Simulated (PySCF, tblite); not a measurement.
**C5H10OSSi: geometry, infrared bands and NMR shifts**

What infrared bands and NMR shifts should C5H10OSSi (`C=CC[C@@H]1CO[SiH2]S1`) show?

Computed with tblite 0.8.0 and PySCF 2.14.0, with density-fitted response routines of our own, on a single molecule in the gas phase. Atoms are numbered from 0 throughout.

### Step 1. The molecule as given

18 atoms, charge 0, multiplicity 1; geometry from: force field or distance geometry start.

Bonds of the start (Å): C0–C1 1.34, C1–C2 1.51, C2–C3 1.55, C3–C4 1.52, C4–O5 1.44, O5–Si6 1.67, Si6–S7 2.15, S7–C3 1.85, C0–H8 1.08, C0–H9 1.08, C1–H10 1.09, C2–H11 1.09, C2–H12 1.10, C3–H13 1.10, C4–H14 1.11, C4–H15 1.09, Si6–H16 1.48, Si6–H17 1.49.

### Step 2. Relaxing the molecule with GFN2-xTB

What the job is given:

```
{"job": {"kind": "relax", "xc": "GFN2-xTB", "basis": "xTB"}, "charge": 0, "multiplicity": 1}
C      2.777400     0.851100     0.057200
C      1.743400     0.424100     0.798700
C      1.079500    -0.916500     0.631100
C     -0.410800    -0.846500     0.215800
C     -0.668400    -0.084800    -1.078200
O     -2.084200     0.027900    -1.335100
Si    -2.943900     0.473900     0.026600
S     -1.488300    -0.081800     1.508100
H      3.227500     1.819000     0.250300
H      3.175700     0.260300    -0.748900
H      1.383300     1.048200     1.617900
H      1.603600    -1.500100    -0.129700
H      1.166100    -1.475300     1.574100
H     -0.772000    -1.882700     0.100700
H     -0.230600     0.931800    -1.082100
H     -0.227800    -0.623700    -1.917500
H     -3.168600     1.937400     0.058100
H     -4.170700    -0.356200     0.161300
```

Started as:

```bash
$ OMP_NUM_THREADS=1 python probes_run.py task.json out
```

One launch serves the whole session: the jobs run in the order shown.

**Question.** This job is followed by: GFN2-xTB harmonic vibrations, gas phase; GIAO PBE0/pcSseg-1 NMR shielding, non-relativistic, gas phase. Predict these results of the whole session: strongest single infrared mode (GFN2-xTB); zero-point energy (GFN2-xTB); ¹³C shifts against TMS (PBE0/pcSseg-1); ¹H shifts against TMS (PBE0/pcSseg-1); ¹⁷O shifts against H2O (PBE0/pcSseg-1); ²⁹Si shifts against TMS (PBE0/pcSseg-1); ³³S shifts against CS2 (PBE0/pcSseg-1).

**Answer**, as computed:

| quantity | value |
| --- | --- |
| strongest single infrared mode (GFN2-xTB) | 2347 cm⁻¹, 315 km/mol |
| zero-point energy (GFN2-xTB) | 86.4 kcal/mol |
| ¹³C shifts against TMS (PBE0/pcSseg-1) | 143.6, 123.9, 73.5, 52.9, 38.3 ppm |
| ¹H shifts against TMS (PBE0/pcSseg-1) | 6.85, 5.59, 5.45, 5.42, 5.37, 4.17, 3.77, 3.74, 2.97, 2.31 ppm |
| ¹⁷O shifts against H2O (PBE0/pcSseg-1) | 40.1 ppm |
| ²⁹Si shifts against TMS (PBE0/pcSseg-1) | 5.7 ppm |
| ³³S shifts against CS2 (PBE0/pcSseg-1) | -143 ppm |

The optimisation took 71 steps and gained 0.178 eV; among the close pairs (by a distance rule), O5–Si6 changed most, from 1.671 to 1.626 Å. All 48 modes are real, so the xTB geometry is a minimum. The strongest single mode, at 2347 cm⁻¹, moves mainly H16. GFN2-xTB is a fitted tight-binding method: band positions and strengths are rough. Its intensities can rank the bands wrongly. C1 (alkene CH) lies farthest downfield among carbon, at 143.6 ppm; as expected for a trigonal carbon in a double bond. H10 (hydrogen on an alkene CH) lies farthest downfield among hydrogen, at 6.85 ppm; olefinic region. At PBE0/pcSseg-1: The widest tensor belongs to S7: span 401 ppm, with a paramagnetic part of -413 ppm.
